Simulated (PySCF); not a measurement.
# The bond of ZnO+, level by level

One table from this session's results is given with a row withheld; the runs are named, their logs left out.

The runs use PySCF 2.14.0; Zn def2-TZVPPD, O def2-TZVPPD, no relativity.

Set-up of the first run:

Settings of the job:

```
atoms                         : Zn, O
charge                        : 1
basis                         : Zn def2-TZVPPD, O def2-TZVPPD
Hamiltonian                   : no relativity
basis functions               : 107
electrons treated             : 37
masses in u                   : 63.9291, 15.9949
levels                        : PBE0, PBE, r²SCAN, TPSSh, r²SCANh, B2PLYP, MN15, M06-2X, ωB97X-V, HF, MP2, SCS-MP2
grid                          : 80 radial by 434 angular points
occupations                   : held fixed by the projection of orbital angular momentum
dissociation limit            : Zn+ + O, each in its ground configuration
starting distance in angstrom : 1.890
values of 2S to try           : 1, 3
```

Started as:

```console
OMP_NUM_THREADS=2 python dia.py task.json out
```

Steps of the session up to this table: The job; The PBE0 curve of the state that the search chose; Higher solutions at PBE0; PBE (GGA); r²SCAN; TPSSh; r²SCANh; B2PLYP (double hybrid); MN15 (hybrid meta-GGA); M06-2X (hybrid meta-GGA); ωB97X-V (range-separated hybrid); ROHF.

One table of the session follows, with a row left open; its other results are not shown here.

It belongs to the step «The curves together». Energy (eV) from each level's lowest point:

```
R (Å)   ROHF  ROHF-MP2  ROHF-SCS-MP2    PBE  r²SCAN
1.549  1.081     0.899         0.972  0.960   0.885
1.621  0.463     0.374         0.420  0.432   0.373
1.693  0.133     0.100         0.125  0.141   0.104
1.747  0.023     0.013         0.025  0.035   0.016
1.801  0.000     0.000         0.000  0.000   0.000
1.855  0.044     0.043         0.032  0.018   0.038
1.927      ?         ?             ?      ?       ?
2.017  0.429     0.381         0.339  0.268   0.339
2.125  0.799     0.692         0.631  0.516   0.602
2.269  1.343     1.133         1.041  0.863   0.935
```

Estimate the missing values for R (Å) = 1.927.

Worked estimate for «ROHF». A straight line through the neighbours (1.855, 0.044) and (2.017, 0.429) gives 0.044 + (0.429 − 0.044) × (1.927 − 1.855) / (2.017 − 1.855) = 0.215; a parabola fitted to 4 rows on both sides gives 0.188.

**Answer.** ROHF: 0.178; ROHF-MP2: 0.164; ROHF-SCS-MP2: 0.139; PBE: 0.101; r²SCAN: 0.146. In «ROHF» the line misses by +0.037 and the parabola by +0.010.
